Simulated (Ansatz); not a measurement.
# BBrGaH3 (SMILES [BH2][GaH][Br]): functionals against CCSD(T) at one geometry

One table from this session's results is given with a row withheld; the runs are named, their logs left out.

Method: single points in def2-TZVPP; program: Ansatz 0.2.0, Gaussian basis.

Correlated methods freeze the cores. Filled d shells of the heavier atoms are correlated.

### Where the work starts

SMILES `[BH2][GaH][Br]`, 6 atoms, charge 0, spin multiplicity 1.

Atoms are counted from 1 here; the program's logs count them from 0.

Bond lengths: B1–Ga2 2.104 Å, B1–H4 1.089 Å, B1–H5 1.113 Å, Ga2–Br3 2.594 Å, Ga2–H6 1.752 Å. Angles: Ga2–B1–H4 123.6°, Ga2–B1–H5 113.3°, H4–B1–H5 119.0°, B1–Ga2–Br3 112.9°, B1–Ga2–H6 146.8°, Br3–Ga2–H6 98.9°.

Geometry (Å):

```xyz
6
charge 0, multiplicity 1
B    -0.6791    0.5604   -1.0249
Ga    0.4640    0.1178    0.6850
Br    1.1453   -2.3814    0.8273
H    -1.6937    0.1977   -1.1817
H    -0.0601    0.8319   -1.9093
H     0.9695    0.6269    2.2836
```

Set-up of the first run:

The input, run/in.yaml:

```yaml
crystal:
  periodic: [false, false, false]
  atoms:
    - {symbol: B, position_ang: [-0.679100, 0.560400, -1.024900]}
    - {symbol: Ga, position_ang: [0.464000, 0.117800, 0.685000]}
    - {symbol: Br, position_ang: [1.145300, -2.381400, 0.827300]}
    - {symbol: H, position_ang: [-1.693700, 0.197700, -1.181700]}
    - {symbol: H, position_ang: [-0.060100, 0.831900, -1.909300]}
    - {symbol: H, position_ang: [0.969500, 0.626900, 2.283600]}
basis:
  gaussian: {orbitals: def2-TZVPP}
correlation: {method: ccsd_t}
output: {forces: true}
```

No record of the launch command was kept for these runs.

Among the steps run: CCSD(T)/def2-TZVPP; PBE0-D4/def2-TZVPP; wB97M-V/def2-TZVPP; r2SCAN-D4/def2-TZVPP; PBE-D4/def2-TZVPP; revPBE-D4/def2-TZVPP; r2SCAN0-D4/def2-TZVPP.

One table of the session follows, with a row left open; its other results are not shown here.

| method | RMS force component (eV/Å) | angle to CCSD(T) forces (°) | dipole (D) |
| --- | --- | --- | --- |
| CCSD(T) | 1.517 | reference | 4.49 |
| PBE0-D4 | 1.498 | 2.4 | 4.49 |
| wB97M-V | 1.467 | 2.2 | 4.74 |
| r2SCAN-D4 | ? | ? | ? |
| PBE-D4 | 1.471 | 6.6 | 4.03 |
| revPBE-D4 | 1.467 | 7.1 | 4.07 |
| r2SCAN0-D4 | 1.498 | 1.9 | 4.63 |

Estimate the missing values for r2SCAN-D4.

**Answer.** RMS force component (eV/Å): 1.484; angle to CCSD(T) forces (°): 3.2; dipole (D): 4.33. In the column «RMS force component (eV/Å)» it lies between PBE-D4 (1.471) and PBE0-D4 (1.498).
